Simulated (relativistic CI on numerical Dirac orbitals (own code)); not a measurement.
# Co³⁺: 3d valence photoemission multiplets

Aim: the 3d valence photoemission spectrum of Co³⁺ in 3 surroundings, from the same atomic integrals.

Program: relativistic CI on numerical Dirac orbitals (own code) version 1. Level of theory: Dirac-Coulomb-Breit CI, KLI orbitals optimised for each configuration, model QED (radiative potential, 1s self-energy scaled to tabulated hydrogen-like ionisation energies), valence Slater integrals scaled by 0.9, multiplet model of photoemission in the sudden approximation in a parametric crystal field. These are calculated values, not measurements, unless marked.

## Step 1: The atom as given

```
ion            : Co³⁺ (Co IV)
nuclear charge : 27
electrons      : 24
configurations : [Ar] 3d6 → [Ar] 3d5
temperature    : 300 K
widths         : Lorentz 0.3 eV, Gauss 0.5 eV
surrounding 1  : Oh, 10Dq = 11350 cm⁻¹
surrounding 2  : D3d, 10Dq = 27000, Dsigma = 740, Dtau = -410 cm⁻¹
surrounding 3  : Td, 10Dq = -4500 cm⁻¹
```

## Step 2: Surrounding 1: Oh, 10Dq = 11350

Settings of the run:

```ini
atom Co  Z=27  charge=3  electrons=24
nucleus A=59  rms_radius_fm=3.7875
hamiltonian dirac-coulomb  breit=on  qed=on  c_scale=1
orbitals kli  potential=per-configuration
slater_scale 0.9
correlation none
mixing on
configurations
  [Ar] 3d6
  [Ar] 3d5
end
photoemission 3d valence T=300 lorentz=0.3 gauss=0.5
crystal_field Oh 10Dq=11350
```

The program writes no log. Results of the run, from its result record (rounded, main fields):

```text
{
  "status": "converged",
  "curve, one point in 3 above 2 % of the maximum [energy, intensity] [eV; 1/eV]": [
    [48.7, 0.00546],
    [49, 0.008357],
    [49.3, 0.01535],
    [49.6, 0.04106],
    [49.9, 0.137],
    [50.2, 0.2338],
    [50.5, 0.1351],
    [50.8, 0.04113],
    [51.1, 0.01665],
    [51.4, 0.01047],
    [51.7, 0.008479],
    [52, 0.008168],
    [52.3, 0.009064],
    [52.6, 0.01153],
    [52.9, 0.01744],
    [53.2, 0.03646],
    [53.5, 0.1095],
    [53.8, 0.2202],
    [54.1, 0.2035],
    [54.4, 0.2246],
    [54.7, 0.2537],
    [55, 0.1763],
    [55.3, 0.1581],
    [55.6, 0.2402],
    [55.9, 0.2017],
    [56.2, 0.1224],
    [56.5, 0.08869],
    [56.8, 0.04686],
    [57.1, 0.02335],
    [57.4, 0.02263],
    [57.7, 0.04779],
    [58, 0.117],
    [58.3, 0.1307],
    [58.6, 0.07159],
    [58.9, 0.03435],
    [59.2, 0.01454],
    [59.5, 0.007403]
  ],
  "sticks, the strongest [energy, strength] [eV, share]": [
    [50.18, 0.05697],
    [50.21, 0.1342],
    [53.82, 0.01885],
    [53.86, 0.0849],
    [53.87, 0.02319],
    [54.57, 0.08181],
    [54.83, 0.01707],
    [54.87, 0.05346],
    [55.61, 0.01576],
    [55.64, 0.0618],
    [55.65, 0.04064],
    [55.71, 0.01725],
    [56.49, 0.0284],
    [58.18, 0.05863]
  ],
  "centroid [eV]": 54.4249,
  "spread [eV]": 2.49502,
  "peak [eV]": 54.6,
  "ground_S": 1.99883,
  "radial 3d5 [Ha, bohr]": {"<r^-3>(3d)": 7.3778, "<r^1>(3d)": 0.87344, "<r^2>(3d)": 0.93877, "<r^4>(3d)": 1.8216, "F2(3d,3d)": 0.49915, "F4(3d,3d)": 0.31346, "zeta(3d)": 0.0029291}
}
```

Run time: 0.2 s. Hardware: 1 thread, shared host.

## Step 3: Surrounding 2: D3d, 10Dq = 27000, Dsigma = 740, Dtau = -410

Changes to the settings of step 2:

```diff
@@ -12,2 +12,2 @@
 photoemission 3d valence T=300 lorentz=0.3 gauss=0.5
-crystal_field Oh 10Dq=11350
+crystal_field D3d 10Dq=27000 Dsigma=740 Dtau=-410
```

Results of the run:

```text
{
  "status": "converged",
  "curve, one point in 2 above 2 % of the maximum [energy, intensity] [eV; 1/eV]": [
    [52.3, 0.01854],
    [52.5, 0.02476],
    [52.7, 0.03512],
    [52.9, 0.05515],
    [53.1, 0.1021],
    [53.3, 0.2184],
    [53.5, 0.4419],
    [53.7, 0.7144],
    [53.9, 0.8903],
    [54.1, 0.8252],
    [54.3, 0.547],
    [54.5, 0.2791],
    [54.7, 0.1313],
    [54.9, 0.0678],
    [55.1, 0.04105],
    [55.3, 0.02812],
    [55.5, 0.02073],
    [58.4, 0.02291],
    [58.6, 0.03849],
    [58.8, 0.04698],
    [59, 0.03891],
    [59.2, 0.0242]
  ],
  "sticks, the strongest [energy, strength] [eV, share]": [
    [53.69, 0.3089],
    [54, 0.2951],
    [54.06, 0.2773],
    [54.23, 0.01775],
    [54.36, 0.01923],
    [54.37, 0.0182],
    [58.76, 0.01429],
    [58.78, 0.01198]
  ],
  "centroid [eV]": 54.2571,
  "spread [eV]": 1.38111,
  "peak [eV]": 54.0,
  "ground_S": 0.0192369
}
```

It took 0.2 s on 1 thread, shared host.

## Step 4: Surrounding 3: Td, 10Dq = -4500

Changes to the settings of step 3:

```diff
@@ -12,2 +12,2 @@
 photoemission 3d valence T=300 lorentz=0.3 gauss=0.5
-crystal_field D3d 10Dq=27000 Dsigma=740 Dtau=-410
+crystal_field Td 10Dq=-4500
```

Results of the run:

```text
{
  "status": "converged",
  "curve, one point in 4 above 2 % of the maximum [energy, intensity] [eV; 1/eV]": [
    [48.8, 0.009108],
    [49.2, 0.02415],
    [49.6, 0.1185],
    [50, 0.2275],
    [50.4, 0.07185],
    [50.8, 0.0176],
    [51.2, 0.009091],
    [52.9, 0.01171],
    [53.3, 0.02049],
    [53.7, 0.05626],
    [54.1, 0.2525],
    [54.5, 0.4415],
    [54.9, 0.1964],
    [55.3, 0.1465],
    [55.7, 0.244],
    [56.1, 0.1038],
    [56.5, 0.02974],
    [56.9, 0.02289],
    [57.3, 0.05626],
    [57.7, 0.1793],
    [58.1, 0.1261],
    [58.5, 0.03004],
    [58.9, 0.01092]
  ],
  "sticks, the strongest [energy, strength] [eV, share]": [
    [49.93, 0.06317],
    [49.94, 0.1372],
    [54.32, 0.03762],
    [54.33, 0.1549],
    [54.54, 0.03933],
    [54.59, 0.04379],
    [54.6, 0.07636],
    [57.75, 0.04633]
  ],
  "centroid [eV]": 54.384,
  "spread [eV]": 2.5235,
  "peak [eV]": 54.5,
  "ground_S": 1.99879
}
```

Wall time 0.2 s (1 thread, shared host).

## Step 5: The spectra side by side

| surrounding | ground S | centroid (eV) | spread (eV) | up to four highest peaks (% of the highest), eV |
| --- | --- | --- | --- | --- |
| 1: Oh | 2.00 | 54.42 | 2.50 | 50.2 (91), 53.9 (89), 54.6 (100), 55.7 (95) |
| 2: D3d | 0.02 | 54.26 | 1.38 | 54.0 (100) |
| 3: Td | 2.00 | 54.38 | 2.52 | 49.9 (52), 54.5 (100), 55.7 (55), 57.8 (44) |

## Step 6: What came out

| quantity | value |
| --- | --- |
| highest peak, first run | 54.6 eV |
| ground spin (effective S from ⟨S²⟩) | 0.02 to 2.00 |

The ground spin changes between the runs (2.00 to 0.02), and the line shape with it. The position of the maximum differs by up to 0.6 eV between the surroundings, by shifts of peaks or by peaks exchanging rank. Energies are those of the free ion without screening by ligands; binding energies in solids differ by tens of eV.
